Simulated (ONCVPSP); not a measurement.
# An ONCV potential for Al, from input to tests

Aim: build the potential from the settings below, then test how well it stands in for the atom: other configurations, scattering, ghost states and the plane-wave cutoff that it needs.

The numbers are computed with ONCVPSP 4.0.1 (PBEsol, scalar-relativistic, spin-unpolarised reference atom).

## (1) Starting point

Typed settings, in words:

```json
{
 "element": "aluminium (Al, Z = 13)",
 "type": "optimised norm-conserving Vanderbilt (ONCV)",
 "frozen core": "[Ne]",
 "valence charge": "3",
 "reference configuration": "3s1.5 3p1.5",
 "partial waves": "3s: rc 1.50 bohr, ncon 3, nbas 6, qcut 5.2 1/bohr, 2 projectors, debl 0.9 Ha; 3p: rc 2.80 bohr, ncon 4, nbas 7, qcut 2.4 1/bohr, 3 projectors, debl 0.4 Ha",
 "local potential": "polynomial inside 1.30 bohr (lpopt 5, dvloc0 1 Ha)",
 "core correction": "polynomial model core, fcfact 0.3"
}
```

## (2) Generation

Contents of Al.dat:

```
# ATOM AND REFERENCE CONFIGURATION
# atsym  z   nc   nv     iexc    psfile
  Al 13.00    3    2  -116133      upf
#
#   n    l    f
    1    0    2.00
    2    0    2.00
    2    1    6.00
    3    0    1.50
    3    1    1.50
#
# PSEUDOPOTENTIAL AND OPTIMIZATION
# lmax
    1
#
#   l,   rc,      ep,       ncon, nbas, qcut
    0    1.50    0.00    3    6    5.20
    1    2.80    0.00    4    7    2.40
#
# LOCAL POTENTIAL
# lloc, lpopt,  rc(5),   dvloc0
    4    5    1.30    1.00
#
# VANDERBILT-KLEINMAN-BYLANDER PROJECTORs
# l, nproj, debl
    0    2    0.90
    1    3    0.40
#
# MODEL CORE CHARGE
# icmod, fcfact, rcfact
    1    0.30    0.00
#
# LOG DERIVATIVE ANALYSIS
# epsh1, epsh2, depsh
   -2.00    5.00    0.02
#
# OUTPUT GRID
# rlmax, drl
    6.00    0.01
#
# TEST CONFIGURATIONS
# ncnf
    4
# nvcnf
#   n    l    f
    2
    3    0    2.00
    3    1    1.00
#
    2
    3    0    2.00
    3    1    0.00
#
    2
    3    0    1.00
    3    1    0.00
#
    2
    3    0    2.00
    3    1    0.50
#
```

On the command line:

```bash
oncvpsp.x < Al.dat > Al.out
```

Q: Predict the outcome of this session. Wanted: cutoffs for 1 and 0.1 mHa per electron, occupied waves; bound ghosts; GHOST(+) flags; largest test error; largest phase difference near zero energy, channels read; rms error of d²Exc/dn², without and with the model core.

As calculated:

```
                                                quantity                  value
  cutoffs for 1 and 0.1 mHa per electron, occupied waves       5.6 Ha and 50 Ha
                                            bound ghosts        s at -109.78 eV
                                          GHOST(+) flags     none at low energy
                            largest test error (AE − PS)  +2.0 meV, for 3s1 3p0
largest phase difference near zero energy, channels read              0.000 rad
 rms error of d²Exc/dn², without and with the model core      1.94 and 0.37 mHa
```

**Reading.** It has a bound ghost (s), a state that the atom doesn't have, and that rules the file out. Close by lies the frozen 2s level (-108.8 eV). By total energies transferability is very good: the largest error is 2.0 meV on 22.4 eV, for 3s1 3p0. Atomic tests can pass in spite of a ghost, since they solve only for the levels asked. It counts as soft on the atom at that tolerance, with 5.6 Ha needed at the looser tolerance. The tighter tolerance needs 50 Ha, and converged work needs a cutoff nearer that. At the looser tolerance the 3s wave is the slowest; 3p needs 2 Ha. Near zero energy the phases of the channels with partial waves agree within 0.001 rad. All of this concerns the isolated atom, not yet a solid.
